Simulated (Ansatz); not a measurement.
# ClFH5NO2Si2: up Jacob's ladder to CCSD(T)

The task here is to estimate one member of a computed series from the others.

Method: functionals in def2-TZVPP, the program's frozen cores in correlated methods; program: Ansatz 0.2.0, Gaussian basis.

Plan: PBE-D4, r2SCAN-D4, PBE0-D4, B3LYP-D4, ωB97X-V, ωB97M-V, B2PLYP; CCSD(T)/def2-TZVPP; MP2/def2-QZVPP; extrapolation to the limit.

### Structure used throughout

All runs share one geometry, relaxed beforehand with PBE0-D4 in a triple-zeta def2 set.

12 atoms, charge 0, spin multiplicity 1.

Atoms are counted from 1 here; the program's logs count them from 0.

Bond lengths: O1–Si2 1.619 Å, O1–H8 0.958 Å, Si2–O3 1.628 Å, Si2–F4 1.591 Å, Si2–N5 1.705 Å, O3–H9 0.959 Å, N5–Si6 1.714 Å, N5–H10 1.011 Å, Si6–Cl7 2.068 Å, Si6–H11 1.479 Å, Si6–H12 1.474 Å. Angles: Si2–O1–H8 117.2°, O1–Si2–O3 106.5°, O1–Si2–F4 112.4°, O1–Si2–N5 109.3°, O3–Si2–F4 108.6°, O3–Si2–N5 115.9°, F4–Si2–N5 104.2°, Si2–O3–H9 118.0°, Si2–N5–Si6 128.2°, Si2–N5–H10 115.3°, Si6–N5–H10 115.1°, N5–Si6–Cl7 111.5°, N5–Si6–H11 108.2°, N5–Si6–H12 111.1°, Cl7–Si6–H11 107.0°, Cl7–Si6–H12 106.0°, H11–Si6–H12 113.0°.

Geometry (Å):

```mol
ClFH5NO2Si2
  3D, bonds by distance, orders not assigned

 12 11  0  0  0  0  0  0  0  0999 V2000
   -0.7177    2.2550   -0.8232 O   0  0
    0.2300    1.0424   -0.3205 Si  0  0
    1.2591    1.6807    0.7677 O   0  0
    1.0761    0.4035   -1.5066 F   0  0
   -0.7443   -0.2403    0.2375 N   0  0
   -0.4957   -1.9245    0.0370 Si  0  0
    1.1432   -2.5825    1.1135 Cl  0  0
   -0.3505    3.1398   -0.7926 H   0  0
    1.9239    1.1049    1.1493 H   0  0
   -1.4306    0.0111    0.9359 H   0  0
   -1.6771   -2.6331    0.5740 H   0  0
   -0.2164   -2.2569   -1.3720 H   0  0
  1  2  8  0
  2  3  8  0
  2  4  8  0
  2  5  8  0
  5  6  8  0
  6  7  8  0
  1  8  8  0
  3  9  8  0
  5 10  8  0
  6 11  8  0
  6 12  8  0
M  END
```

Set-up of the first run:

File in.yaml:

```yaml
crystal:
  periodic: [false, false, false]
  atoms:
    - {symbol: O, position_ang: [-0.717709, 2.254967, -0.823214]}
    - {symbol: Si, position_ang: [0.230032, 1.042400, -0.320537]}
    - {symbol: O, position_ang: [1.259080, 1.680681, 0.767661]}
    - {symbol: F, position_ang: [1.076128, 0.403520, -1.506608]}
    - {symbol: N, position_ang: [-0.744264, -0.240279, 0.237470]}
    - {symbol: Si, position_ang: [-0.495654, -1.924458, 0.037033]}
    - {symbol: Cl, position_ang: [1.143226, -2.582520, 1.113546]}
    - {symbol: H, position_ang: [-0.350502, 3.139771, -0.792614]}
    - {symbol: H, position_ang: [1.923882, 1.104857, 1.149331]}
    - {symbol: H, position_ang: [-1.430633, 0.011052, 0.935855]}
    - {symbol: H, position_ang: [-1.677145, -2.633130, 0.574049]}
    - {symbol: H, position_ang: [-0.216431, -2.256880, -1.371972]}
basis:
  gaussian: {orbitals: def2-TZVPP}
hamiltonian: {xc: pbe, dispersion: d4}
output: {forces: true, orbitals: {seedname: orbitals}}
```

The run is started by

```
ansatz run in.yaml --threads 2 --pin off --events-out ev --progress --plain --max-ram 32768MiB --backend cuda --devices 0, --max-vram 18GiB
```

Steps of the session up to this table: PBE-D4 (GGA); r2SCAN-D4 (meta-GGA); PBE0-D4 (hybrid); B3LYP-D4 (hybrid); ωB97X-V (range-separated); ωB97M-V (range-separated); B2PLYP (double hybrid); CCSD(T) in def2-TZVPP; MP2 in def2-QZVPP.

One table of the session follows, with a row left open; its other results are not shown here.

```
            method  atomisation energy (eV)
            PBE-D4                   48.729
         r2SCAN-D4                   48.334
           PBE0-D4                   47.757
          B3LYP-D4                        ?
           ωB97X-V                   48.548
           ωB97M-V                   48.581
            B2PLYP                   47.688
     HF/def2-TZVPP                   34.542
    MP2/def2-TZVPP                   48.394
   CCSD/def2-TZVPP                   46.200
CCSD(T)/def2-TZVPP                   46.958
           MP2/CBS                   50.074
       CCSD(T)/CBS                   48.639
```

Q: Estimate the row for B3LYP-D4 from the others.

The run gave: atomisation energy (eV): 48.032. In the column «atomisation energy (eV)» it lies between PBE0-D4 (47.757) and r2SCAN-D4 (48.334).
